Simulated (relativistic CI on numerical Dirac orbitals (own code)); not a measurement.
# Co⁺ (3d8) in crystal fields: levels and magnetism

Aim: the levels, ground state and powder susceptibility of Co⁺ in 6 parametric crystal fields.

Method: Dirac-Coulomb-Breit CI, KLI orbitals optimised for each configuration, model QED (radiative potential, 1s self-energy scaled to tabulated hydrogen-like ionisation energies), valence Slater integrals scaled by 0.75, one configuration in a parametric crystal field. Code: relativistic CI on numerical Dirac orbitals (own code) version 1.

### Step 1. The system

```
ion            : Co⁺ (Co II)
nuclear charge : 27
electrons      : 26
open shell     : 3d8
Slater scale   : 0.75
field 1 (cm⁻¹) : D3d, 10Dq = 5800, Dsigma = 110, Dtau = 90
field 2 (cm⁻¹) : D3d, 10Dq = 5800, Dsigma = 330, Dtau = 90
field 3 (cm⁻¹) : D3d, 10Dq = 5800, Dsigma = 550, Dtau = 90
field 4 (cm⁻¹) : D3d, 10Dq = 5800, Dsigma = 760, Dtau = 90
field 5 (cm⁻¹) : D3d, 10Dq = 5800, Dsigma = 980, Dtau = 90
field 6 (cm⁻¹) : D3d, 10Dq = 5800, Dsigma = 1200, Dtau = 90
```

Outer shells as boxes (Hund's rule):

[Ar] 3d8
```
[Ar] core
3d [↑↓][↑↓][↑↓][↑ ][↑ ]
```

### Step 2. Field 1: D3d, 10Dq = 5800, Dsigma = 110, Dtau = 90

Input settings:

```ini
atom Co  Z=27  charge=1  electrons=26
nucleus A=59  rms_radius_fm=3.7875
hamiltonian dirac-coulomb  breit=on  qed=on  c_scale=1
orbitals kli  potential=per-configuration
slater_scale 0.75
correlation none
mixing on
configurations
  [Ar] 3d8
end
crystal_field D3d 10Dq=5800 Dsigma=110 Dtau=90
```

The program writes no log. Results of the run, from its result record (rounded, main fields):

```text
{
  "status": "converged",
  "cf_levels [E_cm, degeneracy, irrep, S_eff, L_eff, J_eff, g_principal]": [
    [0, 2, "E", 0.9997, 3, 3.418, "-"],
    [1.7, 1, "A1", 0.9997, 3, 3.414, "-"],
    [5801.5, 2, "E", 0.9977, 2.999, 3.498, "-"],
    [5846.8, 1, "A2", 0.9998, 3, 3.417, "-"],
    [6134, 2, "E", 0.999, 2.997, 3.55, "-"],
    [6337, 2, "E", 0.9987, 2.996, 3.199, "-"],
    [6480.8, 1, "A1", 0.9992, 2.997, 3.06, "-"],
    [6510.9, 1, "A2", 1, 2.998, 3.043, "-"],
    [9727.5, 1, "A1", 0.9987, 2.93, 3.665, "-"],
    [9889, 2, "E", 0.9932, 2.918, 3.235, "-"],
    [10518, 1, "A2", 0.9995, 2.917, 3.501, "-"],
    [10711.8, 1, "A1", 0.9992, 2.905, 3.014, "-"],
    [10849.8, 2, "E", 0.9479, 2.861, 2.819, "-"],
    [11116, 2, "E", 0.9787, 2.884, 2.664, "-"],
    [12521.9, 2, "E", 0.2053, 2.66, 2.571, "-"],
    [17690.4, 1, "A1", 0.1136, 2.329, 2.371, "-"],
    [17921.7, 2, "E", 0.1126, 2.263, 2.306, "-"],
    [19861.9, 1, "A1", 0.06334, 3.835, 3.842, "-"],
    "... 12 more rows left out ..."
  ],
  "chiT [K, cm3 K/mol]": [[2, 1.21234], [5, 1.27586], [10, 1.28853], [20, 1.29471], [50, 1.30554], [100, 1.32246], [200, 1.35616], [300, 1.38986]],
  "stabilisation [cm-1]": -6780.76,
  "radial 3d8 [Ha, bohr]": {"<r^-3>(3d)": 5.4241, "<r^1>(3d)": 1.1071, "<r^2>(3d)": 1.6401, "<r^4>(3d)": 7.5125, "F2(3d,3d)": 0.38058, "F4(3d,3d)": 0.23442, "zeta(3d)": 0.0020496},
  "n_levels_all": 30
}
```

Wall time 0.11 s (1 thread, shared host).

### Step 3. Field 2: D3d, 10Dq = 5800, Dsigma = 330, Dtau = 90

The settings differ from step 2 so:

```diff
@@ -10,2 +10,2 @@
 end
-crystal_field D3d 10Dq=5800 Dsigma=110 Dtau=90
+crystal_field D3d 10Dq=5800 Dsigma=330 Dtau=90
```

From the record:

```text
{
  "status": "converged",
  "cf_levels [E_cm, degeneracy, irrep, S_eff, L_eff, J_eff, g_principal]": [
    [0, 2, "E", 0.9997, 2.999, 3.422, "-"],
    [5.4, 1, "A1", 0.9996, 2.999, 3.408, "-"],
    [5621.4, 2, "E", 0.9981, 2.999, 3.43, "-"],
    [5650.2, 1, "A2", 0.9998, 3, 3.393, "-"],
    [6210.3, 2, "E", 0.9989, 2.991, 3.558, "-"],
    [6396.3, 2, "E", 0.9984, 2.991, 3.249, "-"],
    [6561.4, 1, "A1", 0.9992, 2.993, 3.067, "-"],
    [6585, 1, "A2", 1, 2.995, 3.059, "-"],
    [9796.7, 1, "A1", 0.9986, 2.94, 3.712, "-"],
    [9977.3, 2, "E", 0.994, 2.93, 3.269, "-"],
    [10486, 1, "A2", 0.9995, 2.913, 3.504, "-"],
    [10711, 1, "A1", 0.9991, 2.905, 2.963, "-"],
    [10833, 2, "E", 0.9474, 2.859, 2.794, "-"],
    [11091.7, 2, "E", 0.9779, 2.883, 2.659, "-"],
    "... 16 more rows left out ..."
  ],
  "chiT [K, cm3 K/mol]": [[2, 0.975758], [5, 1.18601], [10, 1.26233], [20, 1.2897], [50, 1.30663], [100, 1.32427], [200, 1.35817], [300, 1.392]],
  "stabilisation [cm-1]": -6791.03,
  "n_levels_all": 30
}
```

It took 0.12 s on 1 thread, shared host.

### Step 4. Field 3: D3d, 10Dq = 5800, Dsigma = 550, Dtau = 90

The settings differ from step 3 so:

```diff
@@ -10,2 +10,2 @@
 end
-crystal_field D3d 10Dq=5800 Dsigma=330 Dtau=90
+crystal_field D3d 10Dq=5800 Dsigma=550 Dtau=90
```

From the record:

```text
{
  "status": "converged",
  "cf_levels [E_cm, degeneracy, irrep, S_eff, L_eff, J_eff, g_principal]": [
    [0, 2, "E", 0.9997, 2.997, 3.423, "-"],
    [9, 1, "A1", 0.9996, 2.997, 3.401, "-"],
    [5456.3, 2, "E", 0.9983, 2.999, 3.387, "-"],
    [5474.7, 1, "A2", 0.9998, 3, 3.378, "-"],
    [6293.2, 2, "E", 0.9989, 2.984, 3.559, "-"],
    [6470.3, 2, "E", 0.9981, 2.984, 3.275, "-"],
    [6648, 1, "A1", 0.9992, 2.987, 3.071, "-"],
    [6671.1, 1, "A2", 1, 2.989, 3.062, "-"],
    [9889.9, 1, "A1", 0.9985, 2.948, 3.761, "-"],
    [10096.4, 2, "E", 0.995, 2.944, 3.307, "-"],
    [10482.1, 1, "A2", 0.9995, 2.91, 3.51, "-"],
    [10746.3, 1, "A1", 0.9989, 2.908, 2.912, "-"],
    [10845.5, 2, "E", 0.9441, 2.857, 2.766, "-"],
    [11095.8, 2, "E", 0.9767, 2.883, 2.658, "-"],
    "... 16 more rows left out ..."
  ],
  "chiT [K, cm3 K/mol]": [[2, 0.875617], [5, 1.09142], [10, 1.22251], [20, 1.2799], [50, 1.30719], [100, 1.32605], [200, 1.36014], [300, 1.39403]],
  "stabilisation [cm-1]": -6828.41,
  "n_levels_all": 30
}
```

Run time: 0.11 s. Hardware: 1 thread, shared host.

### Step 5. Field 4: D3d, 10Dq = 5800, Dsigma = 760, Dtau = 90

The settings differ from step 4 so:

```diff
@@ -10,2 +10,2 @@
 end
-crystal_field D3d 10Dq=5800 Dsigma=550 Dtau=90
+crystal_field D3d 10Dq=5800 Dsigma=760 Dtau=90
```

From the record:

```text
{
  "status": "converged",
  "cf_levels [E_cm, degeneracy, irrep, S_eff, L_eff, J_eff, g_principal]": [
    [0, 2, "E", 0.9997, 2.994, 3.423, "-"],
    [12.1, 1, "A1", 0.9996, 2.994, 3.393, "-"],
    [5318.7, 2, "E", 0.9984, 3, 3.357, "-"],
    [5329.6, 1, "A2", 0.9998, 3, 3.368, "-"],
    [6378.1, 2, "E", 0.9989, 2.975, 3.558, "-"],
    [6549.7, 2, "E", 0.9978, 2.975, 3.288, "-"],
    [6736.9, 1, "A1", 0.9992, 2.98, 3.07, "-"],
    [6761.5, 1, "A2", 1, 2.981, 3.057, "-"],
    [9995.4, 1, "A1", 0.9984, 2.955, 3.805, "-"],
    [10232.2, 2, "E", 0.9961, 2.958, 3.345, "-"],
    [10504.7, 1, "A2", 0.9994, 2.908, 3.517, "-"],
    [10813.4, 1, "A1", 0.9986, 2.915, 2.871, "-"],
    [10885, 2, "E", 0.9379, 2.856, 2.737, "-"],
    [11125.7, 2, "E", 0.9752, 2.884, 2.66, "-"],
    "... 16 more rows left out ..."
  ],
  "chiT [K, cm3 K/mol]": [[2, 0.838317], [5, 1.02678], [10, 1.18386], [20, 1.26832], [50, 1.30725], [100, 1.32754], [200, 1.36175], [300, 1.39563]],
  "stabilisation [cm-1]": -6888.88,
  "n_levels_all": 30
}
```

It took 0.11 s on 1 thread, shared host.

### Step 6. Field 5: D3d, 10Dq = 5800, Dsigma = 980, Dtau = 90

The settings differ from step 5 so:

```diff
@@ -10,2 +10,2 @@
 end
-crystal_field D3d 10Dq=5800 Dsigma=760 Dtau=90
+crystal_field D3d 10Dq=5800 Dsigma=980 Dtau=90
```

From the record:

```text
{
  "status": "converged",
  "cf_levels [E_cm, degeneracy, irrep, S_eff, L_eff, J_eff, g_principal]": [
    [0, 2, "E", 0.9997, 2.989, 3.421, "-"],
    [15.1, 1, "A1", 0.9996, 2.988, 3.383, "-"],
    [5197, 2, "E", 0.9984, 3, 3.333, "-"],
    [5201.7, 1, "A2", 0.9998, 3, 3.36, "-"],
    [6473.3, 2, "E", 0.9989, 2.964, 3.554, "-"],
    [6641.1, 2, "E", 0.9975, 2.965, 3.294, "-"],
    [6836.8, 1, "A1", 0.9992, 2.97, 3.067, "-"],
    [6864.1, 1, "A2", 1, 2.972, 3.047, "-"],
    [10117.7, 1, "A1", 0.9983, 2.959, 3.84, "-"],
    [10388.8, 2, "E", 0.9974, 2.971, 3.383, "-"],
    [10555.9, 1, "A2", 0.9994, 2.907, 3.526, "-"],
    [10914.7, 1, "A1", 0.9982, 2.927, 2.842, "-"],
    [10954.2, 2, "E", 0.9268, 2.856, 2.707, "-"],
    [11183.5, 2, "E", 0.9735, 2.887, 2.667, "-"],
    "... 16 more rows left out ..."
  ],
  "chiT [K, cm3 K/mol]": [[2, 0.822448], [5, 0.983821], [10, 1.14925], [20, 1.25582], [50, 1.30681], [100, 1.32865], [200, 1.36291], [300, 1.39669]],
  "stabilisation [cm-1]": -6977.6,
  "n_levels_all": 30
}
```

It took 0.12 s on 1 thread, shared host.

### Step 7. Field 6: D3d, 10Dq = 5800, Dsigma = 1200, Dtau = 90

The settings differ from step 6 so:

```diff
@@ -10,2 +10,2 @@
 end
-crystal_field D3d 10Dq=5800 Dsigma=980 Dtau=90
+crystal_field D3d 10Dq=5800 Dsigma=1200 Dtau=90
```

From the record:

```text
{
  "status": "converged",
  "cf_levels [E_cm, degeneracy, irrep, S_eff, L_eff, J_eff, g_principal]": [
    [0, 2, "E", 0.9997, 2.982, 3.418, "-"],
    [17.6, 1, "A1", 0.9995, 2.981, 3.371, "-"],
    [5098.2, 1, "A2", 0.9998, 3, 3.354, "-"],
    [5098.4, 2, "E", 0.9985, 3, 3.314, "-"],
    [6575.7, 2, "E", 0.999, 2.952, 3.549, "-"],
    [6740.4, 2, "E", 0.9971, 2.953, 3.295, "-"],
    [6944, 1, "A1", 0.9991, 2.959, 3.061, "-"],
    [6974.4, 1, "A2", 1, 2.96, 3.034, "-"],
    [10248.6, 1, "A1", 0.9982, 2.96, 3.861, "-"],
    [10550.3, 2, "E", 0.9987, 2.98, 3.414, "-"],
    [10634.9, 1, "A2", 0.9994, 2.908, 3.536, "-"],
    [11038.8, 1, "A1", 0.9974, 2.939, 2.83, "-"],
    [11048.6, 2, "E", 0.9085, 2.856, 2.682, "-"],
    [11267.1, 2, "E", 0.9716, 2.893, 2.681, "-"],
    "... 16 more rows left out ..."
  ],
  "chiT [K, cm3 K/mol]": [[2, 0.816754], [5, 0.958174], [10, 1.12269], [20, 1.24438], [50, 1.30585], [100, 1.32906], [200, 1.36325], [300, 1.39682]],
  "stabilisation [cm-1]": -7091.61,
  "n_levels_all": 30
}
```

Run time: 0.11 s. Hardware: 1 thread, shared host.

### Step 8. The fields side by side

| field | ground state | degeneracy | S | J | first gap (cm⁻¹) | stabilisation (cm⁻¹) | χT at 2 K | χT at 300 K |
| --- | --- | --- | --- | --- | --- | --- | --- | --- |
| 1: D3d | E | 2 | 1.00 | 3.42 | 2 | -6781 | 1.212 | 1.390 |
| 2: D3d | E | 2 | 1.00 | 3.42 | 5 | -6791 | 0.976 | 1.392 |
| 3: D3d | E | 2 | 1.00 | 3.42 | 9 | -6828 | 0.876 | 1.394 |
| 4: D3d | E | 2 | 1.00 | 3.42 | 12 | -6889 | 0.838 | 1.396 |
| 5: D3d | E | 2 | 1.00 | 3.42 | 15 | -6978 | 0.822 | 1.397 |
| 6: D3d | E | 2 | 1.00 | 3.42 | 18 | -7092 | 0.817 | 1.397 |

χT is in cm³ K/mol; stabilisation counts from the free ion's lowest level; S and J come from the expectation values of their squares.

### Step 9. Summary of results

| quantity | value |
| --- | --- |
| ground spin (effective S from ⟨S²⟩) | 1: 1.00, 2: 1.00, 3: 1.00, 4: 1.00, 5: 1.00, 6: 1.00 |
| χT at 300 K | 1.39 to 1.40 cm³ K/mol |

What this shows: All fields leave the ground state at S = 1. The field is a set of parameters, without covalency or charge transfer.
